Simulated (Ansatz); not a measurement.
Write a Python script for the Ansatz DFT code, driven from Python that makes energies of removing a hydrogen of CH6SSn, SMILES S[CH2][SnH3]. Settings (for the species named): r2scan0, def2-SVP basis, multiplicity 1.

```xyz
9

S    -1.8582   -0.0919   -0.7185
C    -0.2320    0.5978   -0.4945
Sn    0.8281   -0.7070    0.7934
H    -2.1916    1.0281   -1.5825
H    -0.2773    1.6043   -0.0564
H     0.2898    0.6758   -1.4742
H     2.5072   -0.0828    1.0404
H     0.9776   -2.2857    0.0819
H     0.0449   -0.7849    2.3932
```

Script `bde_ch6ssn.py`:
```python
import ansatz as az

params = {
    "basis_set": "def2-SVP",
    "xc": "r2scan0",
}


def energy_of(molecule, charge=0, unpaired=0):
    calc = molecule.calculation().basis(gaussian=params["basis_set"]).functional(params["xc"])
    if charge:
        calc = calc.charge(charge)
    if unpaired:
        calc = calc.spin("collinear", total=unpaired)
    return calc.run(threads=1).report["free_energy_ev"]

def without(molecule, index):
    rest = az.Crystal.molecule()
    for i, site in enumerate(molecule.cartesian_sites):
        if i != index:
            rest = rest.atom(site.symbol, site.position_ang)
    return rest

system = (
    az.Crystal.molecule()
    .atom("S", (-1.8582, -0.0919, -0.7185))
    .atom("C", (-0.232, 0.5978, -0.4945))
    .atom("Sn", (0.8281, -0.707, 0.7934))
    .atom("H", (-2.1916, 1.0281, -1.5825))
    .atom("H", (-0.2773, 1.6043, -0.0564))
    .atom("H", (0.2898, 0.6758, -1.4742))
    .atom("H", (2.5072, -0.0828, 1.0404))
    .atom("H", (0.9776, -2.2857, 0.0819))
    .atom("H", (0.0449, -0.7849, 2.3932))
)

whole = energy_of(system, 0)
hydrogen = energy_of(az.Crystal.molecule().atom("H", (0, 0, 0)), 0, 1)
print(f"E(molecule) = {whole:.5f} eV, E(H) = {hydrogen:.5f} eV")
for index in [3, 5, 8]:
    radical = energy_of(without(system, index), 0, 1)
    print(f"H{index}: homolysis {(radical + hydrogen - whole):.3f} eV")
    anion = energy_of(without(system, index), -1)
    print(f"H{index}: loss of a proton {(anion - whole):.3f} eV")
```

```console
$ python bde_ch6ssn.py
E(molecule) = -17795.74546 eV, E(H) = -13.58464 eV
H3: homolysis 3.380 eV
H3: loss of a proton 15.437 eV
H5: homolysis 4.391 eV
H5: loss of a proton 17.422 eV
H8: homolysis 3.264 eV
H8: loss of a proton 15.764 eV
```

Notes:
- Total energies depend on the basis set; only differences at equal settings carry meaning.
- The geometry is a force-field or estimated start, not a minimum of this method, and the basis set is short of its limit. All parts are taken at fixed geometry, without zero-point energy.
- def2 sets replace the cores of elements past krypton by effective core potentials.
- The spin-orbit lowering of heavy atoms is left out.
- Anions want diffuse functions, which this basis lacks.
- It ran for 50 s on 1 thread of Arm Neoverse V2, with other jobs on the host, peak memory 0.34 GiB.

(Lines on the test bed's own set-up are left out of the output.)
